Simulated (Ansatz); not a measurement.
# FH4SbSi: vertical and adiabatic energies of changing the electron count

Wanted for FH4SbSi: vertical and adiabatic energies of changing the electron count.

Program: Ansatz 0.2.0 through its Python package. Level of theory: B3LYP/def2-SVP. These are calculated values, not measurements.

### Step 1. The system

Bond lengths: F1–Si2 1.630 Å, Si2–Sb3 2.493 Å, Si2–H4 1.459 Å, Si2–H5 1.487 Å, Sb3–H6 1.757 Å, Sb3–H7 1.792 Å. Angles: F1–Si2–Sb3 108.8°, F1–Si2–H4 111.3°, F1–Si2–H5 111.1°, Sb3–Si2–H4 107.3°, Sb3–Si2–H5 109.4°, H4–Si2–H5 108.9°, Si2–Sb3–H6 92.5°, Si2–Sb3–H7 92.8°, H6–Sb3–H7 92.0°.

No structure file is read: the coordinates are typed or built in the script.

### Step 2. The code

Contents of adiabatic_fh4sbsi.py:

```python
"""How FH4SbSi relaxes after losing an electron."""

import itertools

import ansatz as az
from ase.data import atomic_numbers, covalent_radii
import numpy as np


def main() -> None:
    geometry_ang = [
        ("F", (-2.1507, 0.5433, 0.0269)),
        ("Si", (-0.7595, -0.0693, -0.5612)),
        ("Sb", (1.1519, 0.9713, 0.6541)),
        ("H", (-0.6793, -1.5094, -0.3419)),
        ("H", (-0.6277, 0.2036, -2.0166)),
        ("H", (0.8172, 0.0602, 2.1185)),
        ("H", (2.3094, -0.2677, 0.0745)),
    ]
    molecule = az.Crystal.molecule()
    for symbol, xyz in geometry_ang:
        molecule = molecule.atom(symbol, xyz)

    base = (
        molecule.calculation()
        .basis(gaussian="def2-SVP")
        .functional("B3LYP")
    )
    symbols = [site.symbol for site in molecule.cartesian_sites]
    start = np.array([site.position_ang for site in molecule.cartesian_sites], dtype=float)
    r = base.relax(force_tolerance=0.01).run().report
    end = np.array(r["positions_ang"])

    minimum = az.Crystal.molecule()
    for symbol, place in zip(symbols, end):
        minimum = minimum.atom(symbol, place.tolist())
    ion = (
        minimum.calculation()
        .basis(gaussian="def2-SVP")
        .functional("B3LYP")
        .charge(1)
        .spin("collinear", total=1)
    )
    vertical = ion.run().report
    settled = ion.relax(force_tolerance=0.01, max_steps=80).run().report
    print(f"vertical ionisation energy   {vertical['free_energy_ev'] - r['free_energy_ev']:.3f} eV")
    print(f"adiabatic, no zero point     {settled['free_energy_ev'] - r['free_energy_ev']:.3f} eV")
    print(f"relaxation energy of the ion {vertical['free_energy_ev'] - settled['free_energy_ev']:.3f} eV")
    ionised = np.array(settled["positions_ang"])
    # pairs closer than 1.2 times the sum of covalent radii, before or after
    radius = [covalent_radii[atomic_numbers[s]] for s in symbols]
    span = lambda where, i, j: np.linalg.norm(where[i] - where[j])
    bonded = [(i, j) for i, j in itertools.combinations(range(len(symbols)), 2) if min(span(end, i, j), span(ionised, i, j)) < 1.2 * (radius[i] + radius[j])]
    print("pair        before    after (A)")
    for i, j in bonded:
        print(f"{symbols[i]}{i}-{symbols[j]}{j}".ljust(10), f"{span(end, i, j):8.4f} {span(ionised, i, j):8.4f}")


if __name__ == "__main__":
    main()
```

### Step 3. What the engine is handed

The engine receives this input (first run):

```yaml
crystal:
  periodic: [false, false, false]
  atoms:
    - { symbol: F, position_ang: [-2.1507, 0.5433, 0.0269] }
    - { symbol: Si, position_ang: [-0.7595, -0.0693, -0.5612] }
    - { symbol: Sb, position_ang: [1.1519, 0.9713, 0.6541] }
    - { symbol: H, position_ang: [-0.6793, -1.5094, -0.3419] }
    - { symbol: H, position_ang: [-0.6277, 0.2036, -2.0166] }
    - { symbol: H, position_ang: [0.8172, 0.0602, 2.1185] }
    - { symbol: H, position_ang: [2.3094, -0.2677, 0.0745] }
basis:
  gaussian:
    orbitals: def2-SVP
hamiltonian:
  xc: b3lyp
relax:
  f_tol: 0.01
```

### Step 4. The run

The run is started by

```sh
> python adiabatic_fh4sbsi.py
```

**Question.** What results will this script give? Wanted: vertical ionisation energy; adiabatic ionisation energy, no zero point.

The runs gave:

```
                                  quantity     value
                vertical ionisation energy  9.464 eV
adiabatic ionisation energy, no zero point  8.801 eV
                             runs compared         3
```

In words: The ionisation energy is a difference of two total energies at the neutral geometry; letting the ion relax lowers it by 0.66 eV. In CPU time, run 3 cost about 19 times as much as run 2. Run 1: After 10 moves the largest shift is 0.218 Å, of atom 4 (H). Run 3: After 17 moves the largest shift is 0.468 Å, of atom 6 (H). Caveats:
- The energies are electronic: no zero-point or thermal terms, and the basis set is short of its limit. The product may relax into another structure. The relaxation finds the nearest minimum, so the adiabatic value is an upper bound.
- def2 sets replace the cores of elements past krypton by effective core potentials.
- b3lyp holds the VWN-RPA fit, as in Gaussian; the form of ORCA and Turbomole is b3lyp5.
